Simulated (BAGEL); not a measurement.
# SiNHCl2F (SMILES [NH][Si](F)(Cl)Cl) at ROHF/def2-SVP (density fitting with qzvpp-jkfit)

What is the energy change on altering one bond length of SiNHCl2F at ROHF/def2-SVP (density fitting with qzvpp-jkfit)? 

The results are computed with BAGEL 1.2.2.

1 further run of the same task is left out (set aside as unsound or not needed). Runs told in other sessions of the task aren't counted.

### Step 1. The molecule

SiNHCl2F has 6 atoms, charge 0, and is taken as a doublet. SMILES: `[NH][Si](F)(Cl)Cl`. Geometry: relaxed at PBE0-D4/def2-TZVP. This is one conformer, not always the lowest.

Bond lengths: N1–Si2 1.723 Å, Si2–F3 1.584 Å, Si2–Cl4 2.019 Å, Si2–Cl5 2.020 Å, N1–H6 1.022 Å. Angles: N1–Si2–F3 114.8°, N1–Si2–Cl4 107.8°, N1–Si2–Cl5 107.5°, F3–Si2–Cl4 107.6°, F3–Si2–Cl5 107.7°, Cl4–Si2–Cl5 111.7°, Si2–N1–H6 115.7°.

### Step 2. A single-point energy at ROHF/def2-SVP (density fitting with qzvpp-jkfit)

input.json

```json
{ "bagel": [

{
  "title": "molecule",
  "basis": "svp",
  "df_basis": "qzvpp-jkfit",
  "angstrom": true,
  "geometry": [
    { "atom": "N", "xyz": [   -0.415400,    0.453200,    1.234200 ] },
    { "atom": "Si", "xyz": [    0.030600,   -0.084600,   -0.340700 ] },
    { "atom": "F", "xyz": [    1.321500,   -1.001100,   -0.388300 ] },
    { "atom": "Cl", "xyz": [   -1.507900,   -1.160600,   -1.083100 ] },
    { "atom": "Cl", "xyz": [    0.401800,    1.555400,   -1.459300 ] },
    { "atom": "H", "xyz": [    0.211400,    0.173700,    1.991100 ] }
  ]
},
{
  "title": "rohf",
  "nopen": 1
},
{
  "title": "print",
  "file": "orbitals.molden",
  "orbitals": true
}

]}
```

The run is started by

```
$ BAGEL_NUM_THREADS=1 BAGEL input.json > input.out
```

What it wrote:

```text
* using 1 threads per process

  ===============================================================
  ===============================================================

  *** Geometry ***

  { "atom" : "N", "xyz" : [     -0.784992,      0.856424,      2.332300 ] },
  { "atom" : "Si", "xyz" : [      0.057826,     -0.159871,     -0.643830 ] },
  { "atom" : "F", "xyz" : [      2.497273,     -1.891805,     -0.733781 ] },
  { "atom" : "Cl", "xyz" : [     -2.849518,     -2.193216,     -2.046762 ] },
  { "atom" : "Cl", "xyz" : [      0.759292,      2.939280,     -2.757677 ] },
  { "atom" : "H", "xyz" : [      0.399488,      0.328245,      3.762634 ] },

  Number of auxiliary basis functions:      556

  Since a DF basis is specified, we compute 2- and 3-index integrals:
    o Being stored without compression. Storage requirement is 0.034 GB

  Number of basis functions:       87
  Number of electrons      :       65

    * METHOD: MOLECULE                             0.29

  *** Open-shell HF ***

  === Nuclear Repulsion ===
   365.0114954560

      * DIIS with orbital gradients will be used.

  === ROHF iteration (svp) ===
      0      -1361.83636161          0.03285109           0.27
      1      -1361.97661610          0.01967836           0.28
      2      -1362.01861531          0.01130114           0.27
      3      -1362.03723718          0.00090104           0.26
      4      -1362.03756355          0.00036149           0.27
      5      -1362.03763442          0.00006881           0.26
      6      -1362.03764875          0.00001796           0.26
      7      -1362.03764956          0.00001087           0.27
      8      -1362.03764969          0.00000916           0.27
      9      -1362.03764982          0.00000798           0.28
     10      -1362.03765009          0.00000550           0.28
     11      -1362.03765023          0.00000336           0.27
     12      -1362.03765027          0.00000202           0.28
     13      -1362.03765029          0.00000109           0.26
     14      -1362.03765030          0.00000046           0.28
     15      -1362.03765029          0.00000017           0.27
     16      -1362.03765029          0.00000007           0.25
     17      -1362.03765029          0.00000005           0.26
     18      -1362.03765029          0.00000004           0.26
     19      -1362.03765029          0.00000002           0.26
     20      -1362.03765029          0.00000002           0.27
     21      -1362.03765029          0.00000001           0.26
     22      -1362.03765029          0.00000001           0.28
    * SCF iteration converged.

    * S^2 (ROHF) is 0.7500

    * Permanent dipole moment:
           (   -0.291642,     0.096788,    -0.565949) a.u.

    * METHOD: ROHF                                 6.42

    * METHOD: PRINT                                0.01

  ===============================================================
```

Run time: 6.9 s. Hardware: 1 thread of Arm Neoverse V2, shared host; peak memory 0.15 GiB.

### Step 3. The distorted shape at the same level

input.json

```json
{ "bagel": [

{
  "title": "molecule",
  "basis": "svp",
  "df_basis": "qzvpp-jkfit",
  "angstrom": true,
  "geometry": [
    { "atom": "N", "xyz": [      -0.601009,      -0.366839,       1.793526 ] },
    { "atom": "Si", "xyz": [      -0.155009,      -0.904639,       0.218626 ] },
    { "atom": "F", "xyz": [       1.135891,      -1.821139,       0.171026 ] },
    { "atom": "Cl", "xyz": [      -1.693509,      -1.980639,      -0.523774 ] },
    { "atom": "Cl", "xyz": [       0.401800,       1.555400,      -1.459300 ] },
    { "atom": "H", "xyz": [       0.025791,      -0.646339,       2.550426 ] }
  ]
},

{ "title": "rohf", "nopen": 1 },

{ "title": "print", "file": "orbitals.molden", "orbitals": true }

]}
```

The run is started by

```
$ BAGEL_NUM_THREADS=1 BAGEL input.json > input.out
```

What it wrote:

```text
* using 1 threads per process

  ===============================================================
  ===============================================================

  *** Geometry ***

  { "atom" : "N", "xyz" : [     -1.135742,     -0.693225,      3.389273 ] },
  { "atom" : "Si", "xyz" : [     -0.292925,     -1.709520,      0.413143 ] },
  { "atom" : "F", "xyz" : [      2.146523,     -3.441454,      0.323192 ] },
  { "atom" : "Cl", "xyz" : [     -3.200268,     -3.742865,     -0.989789 ] },
  { "atom" : "Cl", "xyz" : [      0.759292,      2.939280,     -2.757677 ] },
  { "atom" : "H", "xyz" : [      0.048738,     -1.221404,      4.819607 ] },

  Number of auxiliary basis functions:      556

  Since a DF basis is specified, we compute 2- and 3-index integrals:
    o Being stored without compression. Storage requirement is 0.034 GB

  Number of basis functions:       87
  Number of electrons      :       65

    * METHOD: MOLECULE                             0.29

  *** Open-shell HF ***

  === Nuclear Repulsion ===
   323.0214212735

      * DIIS with orbital gradients will be used.

  === ROHF iteration (svp) ===
      0      -1361.66393407          0.03416228           0.29
      1      -1361.83195797          0.02174997           0.27
      2      -1361.88631449          0.01303258           0.29
      3      -1361.91307526          0.00111324           0.29
      4      -1361.91372095          0.00050710           0.28
      5      -1361.91389581          0.00017343           0.29
      6      -1361.91394020          0.00008393           0.28
      7      -1361.91395133          0.00004449           0.28
      8      -1361.91395363          0.00003133           0.28
      9      -1361.91395535          0.00002472           0.27
     10      -1361.91395628          0.00002123           0.28
     11      -1361.91395748          0.00001793           0.27
     12      -1361.91395967          0.00001178           0.27
     13      -1361.91396039          0.00000511           0.29
     14      -1361.91395982          0.00000294           0.28
     15      -1361.91395970          0.00000170           0.30
     16      -1361.91395973          0.00000069           0.28
     17      -1361.91395967          0.00000038           0.28
     18      -1361.91395967          0.00000018           0.29
     19      -1361.91395966          0.00000009           0.28
     20      -1361.91395966          0.00000004           0.27
     21      -1361.91395966          0.00000002           0.28
     22      -1361.91395966          0.00000001           0.27
     23      -1361.91395966          0.00000001           0.28
    * SCF iteration converged.

    * S^2 (ROHF) is 0.7500

    * Permanent dipole moment:
           (    0.146410,     1.516479,    -1.519708) a.u.

    * METHOD: ROHF                                 6.97

    * METHOD: PRINT                                0.01

  ===============================================================
```

Wall time 7.5 s (1 thread of Arm Neoverse V2, shared host); peak memory 0.15 GiB.

### Step 4. What came out

Level: ROHF/def2-SVP (density fitting with qzvpp-jkfit).

```
                                                           quantity           value
                                          first shape: total energy  -1362.03765 Eh
                                         first shape: dipole moment          1.64 D
                                                  first shape: ⟨S²⟩           0.750
                                      distorted shape: total energy  -1361.91396 Eh
                                     distorted shape: dipole moment          5.47 D
                                              distorted shape: ⟨S²⟩           0.750
energy change with the Si2–Cl5 bond stretched from 2.020 to 3.029 Å        3.366 eV
```

With the Si2–Cl5 bond stretched from 2.020 to 3.029 Å the energy rises by 3.37 eV (78 kcal/mol). The first shape isn't relaxed at this level, so the change isn't measured from a minimum.
